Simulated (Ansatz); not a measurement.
# Ga4AsP3: the band gap up the ladder of functionals

The task here is to estimate one member of a computed series from the others.

The runs shown are made with Ansatz 0.2.0. PAW datasets, plane waves. The cell comes from a prototype generator: it can be a known phase or a hypothetical one. Spin polarisation is off.

**The system as given**

The cell was relaxed beforehand with r2SCAN.

Space group Pmm2 (No. 25), orthorhombic; conventional cell a = 3.894 Å, b = 7.785 Å, c = 5.500 Å, 20.84 Å³ an atom. Around P lie 4 Ga at 2.37 Å; around Ga lie 3 P at 2.36–2.37 Å and 1 As at 2.44 Å; around P lie 4 Ga at 2.36–2.37 Å; around Ga lie 4 P at 2.37 Å; around As lie 4 Ga at 2.42–2.44 Å.

The structure in full:

```
P Ga As
1.0
     3.89362    0.00000    0.00000
     0.00000    7.78514    0.00000
     0.00000    0.00000    5.50030
P Ga As
3 4 1
Direct
  0.00000 0.24632 0.00000
  0.50000 0.00000 0.49991
  0.00000 0.75368 0.00000
  0.50000 0.24338 0.75428
  0.00000 0.00000 0.25392
  0.50000 0.75662 0.75428
  0.00000 0.50000 0.23742
  0.50000 0.50000 0.50019
```

Set-up of the first run:

Input file input.yaml:

```yaml
crystal:
  lattice:
    - [3.8936249088, 0.0, 0.0]
    - [0.0, 7.7851408787, 0.0]
    - [0.0, 0.0, 5.5003000602]
  atoms:
    - { symbol: P, position: [0.0, 0.2463174227, 1.0669e-06] }
    - { symbol: Ga, position: [0.5, 0.2433831818, 0.7542795047] }
    - { symbol: P, position: [0.5, 0.0, 0.4999097428] }
    - { symbol: Ga, position: [0.0, 0.0, 0.2539211835] }
    - { symbol: P, position: [0.0, 0.7536825773, 1.0669e-06] }
    - { symbol: Ga, position: [0.5, 0.7566168182, 0.7542795047] }
    - { symbol: As, position: [0.5, 0.5, 0.5001922911] }
    - { symbol: Ga, position: [0.0, 0.5, 0.2374156393] }
kpoints:
  mp_grid: { grid: [6, 4, 6] }
  band_path:
    path:
      - [[0.0, 0.0, 0.0], [0.5, 0.0, 0.0], [0.5, 0.5, 0.0], [0.0, 0.5, 0.0], [0.0, 0.0, 0.0], [0.0, 0.0, 0.5], [0.5, 0.0, 0.5], [0.5, 0.5, 0.5], [0.0, 0.5, 0.5], [0.0, 0.0, 0.5]]
      - [[0.5, 0.0, 0.0], [0.5, 0.0, 0.5]]
      - [[0.0, 0.5, 0.0], [0.0, 0.5, 0.5]]
      - [[0.5, 0.5, 0.0], [0.5, 0.5, 0.5]]
    npoints: 10
hamiltonian:
  xc: pbe
scf:
  occupations: { method: fermi_dirac, width: 0.02 }
  n_extra_bands: 6
output:
  forces: true
  stress: true
  eigenvalues: true
  write_density: true
  write_potential: true
  elf: true
  volumetric_format: npy
```

The run is started by

```bash
$ ansatz run input.yaml --threads 4 --pin off --max-ram 6451MiB --backend cpu --events-out ev --progress --plain --runs-dir out
```

Among the steps run: PBE bands along the symmetry lines; r2SCAN at the same geometry; HSE06; PBE+SOC at the same geometry; Single point with PBE0.

One table of the session follows, with a row left open; its other results are not shown here.

```
  level  gap (eV)
    PBE      1.40
 r2SCAN      1.68
  HSE06      2.05
PBE+SOC         ?
   PBE0      2.71
```

Q: Estimate the row for PBE+SOC from the others.

As computed: gap (eV): 1.36. In the column «gap (eV)» it is the lowest.

Meshes: PBE 6×4×6, r2SCAN 6×4×6, HSE06 4×2×4, PBE+SOC 6×4×6, PBE0 4×2×4

What this shows: The gap runs from 1.36 eV (PBE+SOC) to 2.71 eV (PBE0). Against HSE06, PBE is short by 0.65 eV, at 68 % of it, and r2SCAN 82 %. PBE0 lies 0.66 eV above HSE06, which differs from it by screening the long-range exchange.

To keep in mind: Warnings in the runs' records: stress exchange threshold loose, stress scf threshold loose.
